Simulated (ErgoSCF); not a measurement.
# Two attempts at GeF2 (SMILES [F][Ge][F])

Wanted: the energy of GeF2, HF/Ahlrichs TZV (Cartesian functions).

Program for the calculation: ErgoSCF 3.8.

6 further runs of the same task are left out: 6 set aside as unsound or not needed.

**1. The structure to begin with**

GeF2 has 3 atoms, charge 0, and is taken as a singlet. SMILES: `[F][Ge][F]`. Geometry: relaxed at PBE0-D4/def2-TZVP.

Bond lengths: F1–Ge2 1.745 Å, Ge2–F3 1.745 Å. Angles: F1–Ge2–F3 97.2°.

**2. Try one**

Input file ergo.in:

```
# F2Ge
set_nthreads(1)
molecule_inline Angstrom
F     -0.675900    -1.101800    -0.497500
Ge     0.637500    -0.295200     0.320200
F      0.027600     1.332100     0.164100
EOF
scf.maxiter = 1
basis = "Ahlrichs-TZV"
scf.max_number_of_iterations = 99
use_6_d_functions = 1
scf.output_mulliken_pop = 1
scf.use_diagonalization = 1
tmpdir = "."
run "HF"
```

Command:

```sh
$ ergo ergo.in
```

Standard output:

```text
INMA ERGO version 3.8
INMA reading input from file ergo.in
INMA F (charge=9.0) -1.277266 -2.082100 -0.940139
INMA Ge (charge=32.0) 1.204700 -0.557847 0.605090
INMA F (charge=9.0) 0.052156 2.517304 0.310104
ERMA Variable maxiter not found.
```

Standard output:

```text
Inline main molecule with 3 atoms.
line 8: Unknown variable at 'maxiter'
line 8: Aborted.
```

It took 0.02 s on 1 thread of Intel Xeon Platinum 8375C at 2.90GHz (Ice Lake), shared host.

**3. Reading the log**

The program refused the input.

The log says `line 8: Unknown variable at 'maxiter'`. The fault: the input text is malformed or holds a word that the program doesn't know (`scf.maxiter`).

**4. Try two**

Input file run.inp:

```
# single point, F2Ge
set_nthreads(1)
molecule_inline Angstrom
F       -0.675900      -1.101800      -0.497500
Ge       0.637500      -0.295200       0.320200
F        0.027600       1.332100       0.164100
EOF
scf.use_diagonalization = 1
scf.output_mulliken_pop = 1
use_6_d_functions = 1
scf.max_number_of_iterations = 80
tmpdir = "."
basis = "Ahlrichs-TZV"
run "HF"
```

Command:

```sh
$ ergo < run.inp
```

Standard output:

```text
[...]
INMA  use_6_d_functions := 1
[...]
INSC Energy   1 =      -1453.79466715547
[...]
INDE E_LUMO =          0.00323580142
[...]
INSC Energy  17 =      -2274.37152343152  ( diff     -0.000000000005912 )
[...]
RESC CONVERGED after  17 iterations.
RESC FINAL ENERGY:      -2274.37152343152
[...]
INSC SCF: dipole_moment_x [atomic units] =       1.13119405
INSC SCF: dipole_moment_y [atomic units] =      -0.48278913
INSC SCF: dipole_moment_z [atomic units] =       0.57273278
[...]
```

It took 18 s on 1 thread of Intel Xeon Platinum 8375C at 2.90GHz (Ice Lake), shared host; peak memory 0.26 GiB.

**5. Summary of results**

Level: HF/Ahlrichs TZV (Cartesian functions).

```
     quantity           value
 total energy  -2274.37152 Eh
dipole moment          3.45 D
```
